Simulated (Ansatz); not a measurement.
**InSe2: convergence and cost**

One table from this session's results is given with a row withheld; the runs are named, their logs left out.

Program: Ansatz 0.2.0. Level of theory: DFT PBE, scalar-relativistic, plane waves, PAW for the base; runs at other levels say so in their headings and inputs. These are calculated values, not measurements.

**The structure to begin with**

The structure is tetragonal, space group P4/nmm (No. 129). Conventional cell: a = 3.895 Å, b = 3.895 Å, c = 9.626 Å, α = 90.00°, β = 90.00°, γ = 90.00°. In (site symmetry 4mm) has 4 Se at 2.84 Å as nearest neighbours. Around Se (site symmetry 4mm) lie 4 In at 2.84 Å. Se (site symmetry -4m2) has 4 Se at 2.75 Å as nearest neighbours.

Structure file:

```
In Se
1.0
     3.89489    0.00000    0.00000
     0.00000    3.89489    0.00000
     0.00000    0.00000    9.62623
In Se
2 4
Direct
  0.00000 0.50000 0.70647
  0.50000 0.00000 0.29353
  0.00000 0.50000 0.36621
  0.50000 0.00000 0.63379
  0.00000 0.00000 0.00000
  0.50000 0.50000 0.00000
```

Source of the structure: the Materials Project (structure only). It is taken as it stands there.

The first run:

Contents of input.yaml:

```yaml
crystal:
  lattice:
    - [3.894893, 0.0, 0.0]
    - [0.0, 3.894893, 0.0]
    - [0.0, 0.0, 9.626231]
  atoms:
    - { symbol: In, position: [0.0, 0.5, 0.706468] }
    - { symbol: In, position: [0.5, 0.0, 0.293532] }
    - { symbol: Se, position: [0.0, 0.5, 0.366212] }
    - { symbol: Se, position: [0.5, 0.0, 0.633788] }
    - { symbol: Se, position: [0.0, 0.0, 0.0] }
    - { symbol: Se, position: [0.5, 0.5, 0.0] }
basis:
  ecutwfc: 420
kpoints:
  mp_grid: { grid: [6, 6, 2] }
hamiltonian:
  xc: pbe
scf:
  occupations: { method: gaussian, width: 0.1 }
output:
  forces: true
  stress: true
  eigenvalues: true
```

Command:

```console
ansatz run input.yaml --threads 1 --pin off --max-ram 2560MiB --backend cpu --events-out ev --progress --plain --runs-dir out
```

Among the steps run: Quick check of gap, pressure and forces; Base run on a denser mesh; Functional: LDA; Functional set to PBEsol; Functional set to r2SCAN.

One of the session's tables, all rows but one given; the rest of the session is left out.

| functional | pressure (GPa) | largest force (eV/Å) |
| --- | --- | --- |
| PBE | -0.1 | 0.055 |
| LDA | -4.9 | 0.182 |
| PBEsol | ? | ? |
| r2SCAN | -1.8 | 0.163 |

Q: Estimate the row for PBEsol from the others.

The run gave: pressure (GPa): -3.3; largest force (eV/Å): 0.102. In the column «pressure (GPa)» it lies between LDA (-4.9) and r2SCAN (-1.8).

Times: CPU seconds on a shared machine, a rough guide.

Limits of these values: The final runs have no spin polarisation, so no magnetic state was tried and one may lie lower.
